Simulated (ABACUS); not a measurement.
Something may be wrong with this ABACUS 3.10.1 calculation of HPbNO4.

INPUT

```
INPUT_PARAMETERS
suffix              HPbNO4
calculation         scf
basis_type          lcao
pseudo_dir          ./
orbital_dir         ./
symmetry            1
dft_functional      pbe
ecutwfc             100
pseudo_rcut         7
nspin               1
nbands              27
ks_solver           genelpa
smearing_method     fd
smearing_sigma      0.00367493
scf_thr             1e-07
scf_nmax            60
mixing_type         broyden
mixing_beta         0.7
cal_force           1
cal_stress          1
out_mul             1
```

The input STRU:

```
ATOMIC_SPECIES
H 1.0080 H.upf
Pb 207.2000 Pb.upf
N 14.0070 N.upf
O 15.9990 O.upf

NUMERICAL_ORBITAL
H_confined-atom_6au_2s1p.orb
Pb_confined-atom_8au_2s2p2d.orb
N_confined-atom_6au_2s2p1d.orb
O_confined-atom_6au_2s2p1d.orb

LATTICE_CONSTANT
1.8897261246

LATTICE_VECTORS
4.2394467174 -0.0319060298 0.0893561843
-2.1059158601 5.1884880488 0.0016716664
-1.9963438000 -1.7537956000 4.6200154000

ATOMIC_POSITIONS
Direct

H
0.0
1
0.9907300000 0.0333000000 0.9099400000 1 1 1

Pb
0.0
1
0.5027400000 0.8198900000 0.1428700000 1 1 1

N
0.0
1
0.0083800000 0.4740800000 0.5026500000 1 1 1

O
0.0
4
0.9981600000 0.9274100000 0.0287700000 1 1 1
0.1946700000 0.7343500000 0.6085200000 1 1 1
0.8167300000 0.3588200000 0.2455600000 1 1 1
0.0138100000 0.3312100000 0.6521700000 1 1 1
```

Contents of KPT:

```
K_POINTS
0
Gamma
1 1 1 0 0 0
```

Potentials or basis: PseudoDojo NC SR 0.4.1 PBE standard, DZP LCAO (the cutoffs set its grid).

Run with:

```bash
$ OMP_NUM_THREADS=4 abacus > log
```

running log:

```text
ABACUS v3.10.1

               Atomic-orbital Based Ab-initio Computation at UStc

 ------------------------------------------------------------------------------------

 READING GENERAL INFORMATION
                           global_out_dir = OUT.HPbNO4/
                           global_in_card = INPUT
                               pseudo_dir = ./
                              orbital_dir = ./
                                    DSIZE = 1
                                    GSIZE = 1

 READING UNITCELL INFORMATION
[... 451 lines left out ...]
 correction force for each atom along direction 3 is 7.98402e-07
------------------------------------------------------------------------------------------
 TOTAL-FORCE (eV/Angstrom)
------------------------------------------------------------------------------------------
                        H1         0.0240330540         2.7841403689        -2.0858555815
                       Pb1        -0.3262930863         0.4057237065        -0.0446240817
                        N1         0.0331947671         0.9757645716         0.5442333371
                        O1         0.2362487409        -3.3771581841         2.2925789474
                        O2         0.2133386683         2.3996501402         1.0100922193
                        O3        -0.3716442595         0.4126460484        -5.3979783007
                        O4         0.1911221156        -3.6007666515         3.6815534601
------------------------------------------------------------------------------------------

----------------------------------------------------------------
 TOTAL-STRESS (KBAR)
----------------------------------------------------------------
       110.8660840114         3.2838670640         3.2767250537
         3.2838670640       108.6296977774       -58.8510543779
         3.2767250537       -58.8510543779       145.7540345717
----------------------------------------------------------------
 TOTAL-PRESSURE: 121.749939 KBAR

 --------------------------------------------
 !FINAL_ETOT_IS -4008.1431767859885440 eV
 --------------------------------------------
```

On the terminal:

```text
ABACUS v3.10.1

[... 51 lines left out ...]
----------------------------------------------------------------
 TOTAL-PRESSURE: 121.749939 KBAR
```

Task: Diagnose the run.

Result: Self-consistency was reached. The input holds a flaw that was put in on purpose: one k point (KPT = 1 × 1 × 1). The program doesn't stop on it, so the numbers can't be trusted though the run ends normally.

A sound run on the same cell differs in these lines of the main input:
```diff
@@ -17 +17 @@
-scf_nmax            60
+scf_nmax            100
```
